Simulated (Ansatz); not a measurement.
# C2H4OSi: the cost of one run

All numbers below are computed with Ansatz 0.2.0 (RKS B3LYP-D4/def2-SVP).

1 further run of the same task is left out (it didn't finish).

## (1) The starting structure

Bond lengths: O1–C2 1.205 Å, C2–C3 1.395 Å, C2–Si4 1.683 Å, C3–H5 1.119 Å, C3–H6 1.069 Å, Si4–H7 1.506 Å, Si4–H8 1.460 Å. Angles: O1–C2–C3 129.9°, O1–C2–Si4 134.6°, C3–C2–Si4 95.3°, C2–C3–H5 116.8°, C2–C3–H6 120.5°, H5–C3–H6 113.4°, C2–Si4–H7 116.7°, C2–Si4–H8 120.6°, H7–Si4–H8 108.6°.

Structure file:

```xyz
8

O    -0.4809    0.4787    2.0674
C    -0.2294    0.2465    0.9124
C     0.6088    0.9226    0.0261
Si   -0.5990   -1.0057   -0.1497
H     1.5932    0.4425   -0.2035
H     0.2004    1.4677   -0.7973
H    -1.4280   -0.6480   -1.3547
H     0.4270   -1.9615   -0.5565
```

## (2) Relaxing end A

input.yaml reads:

```yaml
crystal:
  periodic: [false, false, false]
  atoms:
    - { symbol: O, position_ang: [-0.4809, 0.4787, 2.0674] }
    - { symbol: C, position_ang: [-0.2294, 0.2465, 0.9124] }
    - { symbol: C, position_ang: [0.6088, 0.9226, 0.0261] }
    - { symbol: Si, position_ang: [-0.599, -1.0057, -0.1497] }
    - { symbol: H, position_ang: [1.5932, 0.4425, -0.2035] }
    - { symbol: H, position_ang: [0.2004, 1.4677, -0.7973] }
    - { symbol: H, position_ang: [-1.428, -0.648, -1.3547] }
    - { symbol: H, position_ang: [0.427, -1.9615, -0.5565] }
basis:
  gaussian: { orbitals: def2-SVP }
hamiltonian:
  xc: b3lyp
  dispersion: d4
relax:
  f_tol: 0.02
  max_steps: 50
output:
  orbitals: {}
```

Run with:

```sh
$ ansatz run input.yaml --threads 1 --pin off --max-ram 2048MiB --backend cpu --events-out ev --progress --plain --runs-dir out
```

**Question.** How long does this run take on 1 thread of Intel Xeon 6975P-C (Granite Rapids), shared host, and how much memory does it need?

About 21 s, with a peak of 0.17 GiB.
